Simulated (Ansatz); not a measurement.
# Ge: a tetragonal deformation path

An exercise on one series of results from a longer session: the logs are not shown, and one member is left open.

Program: Ansatz 0.2.0. Level of theory: DFT r2SCAN, scalar-relativistic, plane waves, PAW. These are calculated values, not measurements.

1 further run of the same task is left out (set aside as unsound or not needed).

### The system as given

Symmetry: I4_1/amd, No. 141, tetragonal system. The conventional cell has a = 5.149 Å, b = 5.149 Å, c = 2.795 Å, α = 90.00°, β = 90.00°, γ = 90.00°. Ge (site symmetry -4m2) has 6 Ge at 2.67 to 2.79 Å as nearest neighbours.

Structure file:

```cif
data_structure
_symmetry_space_group_name_H-M 'I4_1/amd:1'
_symmetry_Int_Tables_number 141
_cell_length_a 5.1490
_cell_length_b 5.1490
_cell_length_c 2.7948
_cell_angle_alpha 90.000
_cell_angle_beta 90.000
_cell_angle_gamma 90.000
_cell_volume 74.10
loop_
_atom_site_label
_atom_site_type_symbol
_atom_site_symmetry_multiplicity
_atom_site_Wyckoff_symbol
_atom_site_fract_x
_atom_site_fract_y
_atom_site_fract_z
_atom_site_occupancy
Ge1 Ge 4 b 0.00000 0.50000 0.75000 1
```

It goes back to an entry of the Materials Project, which need not be the stable form.

No relaxation comes first: the listed cell is the starting point.

Set-up of the first run:

input.yaml

```yaml
crystal:
  lattice:
    - [-2.574489719, 2.574489719, 1.3974126432]
    - [2.574489719, -2.574489719, 1.3974126432]
    - [2.574489719, 2.574489719, -1.3974126432]
  atoms:
    - { symbol: Ge, position: [0.25, 0.75, 0.5] }
    - { symbol: Ge, position: [0.5, 0.5, 0.0] }
basis:
  ecutwfc: 500
kpoints:
  mp_grid: { grid: [22, 22, 22] }
hamiltonian:
  xc: r2scan
scf:
  occupations: { method: gaussian, width: 0.15 }
output:
  forces: true
  stress: true
  eigenvalues: true
```

Command:

```bash
ansatz run input.yaml --threads 1 --pin off --max-ram 2560MiB --backend cpu --events-out ev --progress --plain --runs-dir out
```

Among the steps run: Zero of the scan; At ρ = 0.850; At ρ = 1.200; ρ = 0.920; Point ρ = 1.100; ρ = 0.960.

One table of the session follows, with a row left open; its other results are not shown here.

It belongs to the step «The scan collected». 

```
    ρ  ΔE (meV/atom)  pressure (GPa)
0.850          121.1             3.7
0.920           31.9             1.3
0.960              ?               ?
1.000            0.0             0.6
1.100           11.8             1.4
1.200           47.2             3.3
```

Estimate the missing values for ρ = 0.960.

Worked estimate for «ΔE (meV/atom)». A straight line through the neighbours (0.920, 31.9) and (1.000, 0.0) gives 31.9 + (0.0 − 31.9) × (0.960 − 0.920) / (1.000 − 0.920) = 16.0; a parabola fitted to 4 rows on both sides gives 10.0.

As computed: ΔE (meV/atom): 9.7; pressure (GPa): 0.7. In «ΔE (meV/atom)» the line misses by +6.3 and the parabola by +0.3.
